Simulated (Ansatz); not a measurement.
# Ge(NMe2)H3 (C2H9GeN): the relaxed shape and its frontier levels

Aim: characterise Ge(NMe2)H3 (C2H9GeN) as a singlet: its structure, frontier levels and distribution of charge.

Computed with Ansatz 0.2.0, Gaussian basis. Level: RKS PBE0-D4/def2-TZVP.

The runs, in order: relaxation at PBE-D4/def2-SVP; a search for the lowest solution at PBE0-D4/def2-SVP; a single point at PBE0-D4/def2-TZVP.

## Step 1: The starting structure

13 atoms, charge 0, spin multiplicity 1.

Atoms are counted from 1 here; the program's logs count them from 0.

Bond lengths: Ge1–N2 1.821 Å, Ge1–H11 1.494 Å, Ge1–H12 1.494 Å, Ge1–H13 1.514 Å, N2–C3 1.446 Å, N2–C4 1.446 Å, C3–H5 1.093 Å, C3–H6 1.089 Å, C3–H7 1.097 Å, C4–H8 1.089 Å, C4–H9 1.098 Å, C4–H10 1.093 Å. Angles: N2–Ge1–H11 105.2°, N2–Ge1–H12 105.2°, N2–Ge1–H13 117.3°, H11–Ge1–H12 112.4°, H11–Ge1–H13 108.4°, H12–Ge1–H13 108.4°, Ge1–N2–C3 119.4°, Ge1–N2–C4 119.3°, C3–N2–C4 112.0°, N2–C3–H5 109.6°, N2–C3–H6 109.3°, N2–C3–H7 112.8°, H5–C3–H6 108.7°, H5–C3–H7 107.9°, H6–C3–H7 108.5°, N2–C4–H8 109.3°, N2–C4–H9 112.7°, N2–C4–H10 109.6° and more.

Geometry (Å):

```
Ge   -0.0272   -0.0534   -1.6923
N     0.1426    0.2614    0.0934
C     1.0776   -0.5263    0.8664
C    -1.0270    0.6226    0.8638
H     1.4006    0.0434    1.7419
H     1.9505   -0.7505    0.2544
H     0.6462   -1.4719    1.2188
H    -1.6861    1.2363    0.2508
H    -1.5904   -0.2516    1.2145
H    -0.7243    1.2019    1.7402
H     1.3704   -0.0872   -2.2194
H    -0.8068    1.1056   -2.2229
H    -0.7263   -1.3303   -2.1098
```

The start is a GFN2-xTB geometry.

## Step 2: Relaxation at PBE-D4/def2-SVP

in.yaml reads:

```yaml
crystal:
  periodic: [false, false, false]
  atoms:
    - {symbol: Ge, position_ang: [-0.027220, -0.053370, -1.692250]}
    - {symbol: N, position_ang: [0.142610, 0.261430, 0.093350]}
    - {symbol: C, position_ang: [1.077550, -0.526290, 0.866420]}
    - {symbol: C, position_ang: [-1.026950, 0.622590, 0.863780]}
    - {symbol: H, position_ang: [1.400650, 0.043390, 1.741910]}
    - {symbol: H, position_ang: [1.950500, -0.750470, 0.254430]}
    - {symbol: H, position_ang: [0.646200, -1.471850, 1.218820]}
    - {symbol: H, position_ang: [-1.686050, 1.236270, 0.250830]}
    - {symbol: H, position_ang: [-1.590380, -0.251580, 1.214540]}
    - {symbol: H, position_ang: [-0.724270, 1.201900, 1.740240]}
    - {symbol: H, position_ang: [1.370400, -0.087240, -2.219400]}
    - {symbol: H, position_ang: [-0.806760, 1.105560, -2.222870]}
    - {symbol: H, position_ang: [-0.726260, -1.330340, -2.109800]}
basis:
  gaussian: {orbitals: def2-SVP}
hamiltonian: {xc: pbe, dispersion: d4}
scf: {lower_state_search: "off"}
output: {orbitals: {seedname: orbitals}}
relax: {f_tol: 0.02, max_steps: 100}
```

Launch:

```console
> ansatz run in.yaml --threads 4 --pin off --events-out ev --progress --plain --max-ram 3916MiB
```

Further steps of the session: Searching for the lowest solution, PBE0-D4/def2-SVP; Single point, PBE0-D4/def2-TZVP.

**Question.** What will the summary of the whole plan be? Wanted: point group; commonest bond, hydrogen aside; HOMO, LUMO at PBE0-D4/def2-TZVP; dipole at PBE-D4/def2-SVP.

The runs gave:

| quantity | value |
| --- | --- |
| point group | Cs |
| commonest bond, hydrogen aside | C–N, 2 of mean length 1.450 Å |
| HOMO, LUMO at PBE0-D4/def2-TZVP | -6.20, 0.55 eV |
| dipole at PBE-D4/def2-SVP | 0.46 D |

**Reading.** The molecule keeps its bonding pattern by the stored test; the atoms moved 0.07 Å (rms). No usable vibrations, so a minimum isn't proven. The HOMO lies nearest to N2 62 %; H7, H9, H13 about 7 % each and the LUMO to H11, H12, H13 about 15 % each; Ge1 12 %. The point group is read from a loosely relaxed geometry; soft torsions can leave it below the true symmetry.
